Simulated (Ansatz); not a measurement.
**SnO2: a line through a two-coordinate scan**

Aim: follow the energy of SnO2 (R3m, No. 160; 12 atoms in the cell) along one coordinate, volume per atom, with the other held at c/a of the conventional cell = 2.095.

Method: DFT LDA, scalar-relativistic, plane waves, PAW, in Ansatz 0.2.0.

1 further run of the same task is left out (set aside as unsound or not needed).

## Step 1: The starting structure

The structure is trigonal, space group R-3m (No. 166). Conventional cell: a = 3.205 Å, b = 3.205 Å, c = 12.261 Å, α = 90.00°, β = 90.00°, γ = 120.00°. Around Sn (site symmetry -3m) lie 6 O at 2.09 Å. Around O (site symmetry 3m) lie 3 Sn at 2.09 Å.

As a file:

```cif
data_structure
_symmetry_space_group_name_H-M 'R-3m:H'
_symmetry_Int_Tables_number 166
_cell_length_a 3.2054
_cell_length_b 3.2054
_cell_length_c 12.2606
_cell_angle_alpha 90.000
_cell_angle_beta 90.000
_cell_angle_gamma 120.000
_cell_volume 109.09
loop_
_atom_site_label
_atom_site_type_symbol
_atom_site_symmetry_multiplicity
_atom_site_Wyckoff_symbol
_atom_site_fract_x
_atom_site_fract_y
_atom_site_fract_z
_atom_site_occupancy
Sn1 Sn 3 b 0.66667 0.33333 0.83333 1
O1 O 6 c 0.00000 0.00000 0.75496 1
```

It goes back to an entry of the Materials Project, which need not be the stable form.

It is the result of an earlier relaxation at this level (volume 12.12 Å³/atom; gap on the mesh: 1.59 eV).

## Step 2: What is varied

The energy is mapped over volume and the cell's shape.

First coordinate, volume per atom: 5 values from 10.67 to 13.58 Å³. Second coordinate, c/a of the conventional cell: 5 values from 1.594 to 2.294.

Nothing else is relaxed (fractional coordinates fixed). Energies count from the relaxed crystal. Points are written as (first, second).

## Step 3: The run at (10.67 Å³, 2.095)

Contents of input.yaml:

```yaml
crystal:
  lattice:
    - [2.979893765, 1.7204424674, 4.161322313]
    - [-2.979893765, 1.7204424674, 4.161322313]
    - [0.0, -3.4408849347, 4.161322313]
  atoms:
    - { symbol: Sn, position: [0.8645353782, 0.8645353782, 0.8645353782] }
    - { symbol: Sn, position: [0.3648691645, 0.3648691645, 0.8648751974] }
    - { symbol: Sn, position: [0.3648691645, 0.8648751974, 0.3648691645] }
    - { symbol: Sn, position: [0.8648751974, 0.3648691645, 0.3648691645] }
    - { symbol: O, position: [0.1199116729, 0.6196051221, 0.6196051221] }
    - { symbol: O, position: [0.6196051221, 0.1199116729, 0.6196051221] }
    - { symbol: O, position: [0.6196051221, 0.6196051221, 0.1199116729] }
    - { symbol: O, position: [0.6099370359, 0.6099370359, 0.6099370359] }
    - { symbol: O, position: [0.1198492242, 0.1198492242, 0.1198492242] }
    - { symbol: O, position: [0.1096932183, 0.1096932183, 0.6100024814] }
    - { symbol: O, position: [0.1096932183, 0.6100024814, 0.1096932183] }
    - { symbol: O, position: [0.6100024814, 0.1096932183, 0.1096932183] }
basis:
  ecutwfc: 520.0
kpoints:
  mp_grid: { grid: [6, 6, 6] }
hamiltonian:
  xc: lda
  pseudopotentials: { kind: paw, azcp: { folder: soft_1 } }
scf:
  occupations: { method: gaussian, width: 0.05 }
output:
  forces: true
  stress: true
  eigenvalues: true
```

The run is started by

```bash
> ansatz run input.yaml --threads 2 --pin off --max-ram 4096MiB --backend cpu --events-out ev --progress --plain --runs-dir out
```

The session goes on with these runs: the other points of the line.

**Question.** What will these runs give? Wanted: for each run, volume per atom; energy; slope; pressure; largest force on an atom.

As calculated:

| volume per atom (Å³) | step | energy (meV/atom) | slope (meV/atom per Å³) | pressure (GPa) | band gap on the k-mesh (eV) | largest force on an atom (eV/Å) |
| --- | --- | --- | --- | --- | --- | --- |
| 10.67 | 3 | 231 | −268 | 43.0 | 3.29 | 1.80 |
| 11.39 | 4 | 87 | −136 | 21.8 | 2.71 | 0.71 |
| 12.12 | 5 | 25 | −41 | 6.5 | 2.22 | 0.14 |
| 12.85 | 6 | 21 | 28 | −4.4 | 1.79 | 0.78 |
| 13.58 | 7 | 60 | 77 | −12.3 | 1.41 | 1.28 |

Energies count from the relaxed crystal. Slopes come from the forces (and the stress, where the cell changes), not from differences of energies.

What this shows: Along the line the energy is lowest at 12.85 Å³, 21 meV/atom from the zero. Energies and slopes round the minimum, fitted together, put the minimum at 12.525 Å³, with a curvature of about 92 meV/atom per (Å³)². V·d²E/dV² there is about 180 GPa, a bulk modulus under this line's constraint. The highest point computed, at 10.67 Å³, lies 210 meV/atom above the lowest. This is one cut through a surface in two coordinates; the map's lowest point lies off it. The gap on the mesh closes on part of the grid.

The gaps are Kohn-Sham values of a semilocal functional, not quasiparticle or optical gaps. Such gaps usually fall short of the measured ones.
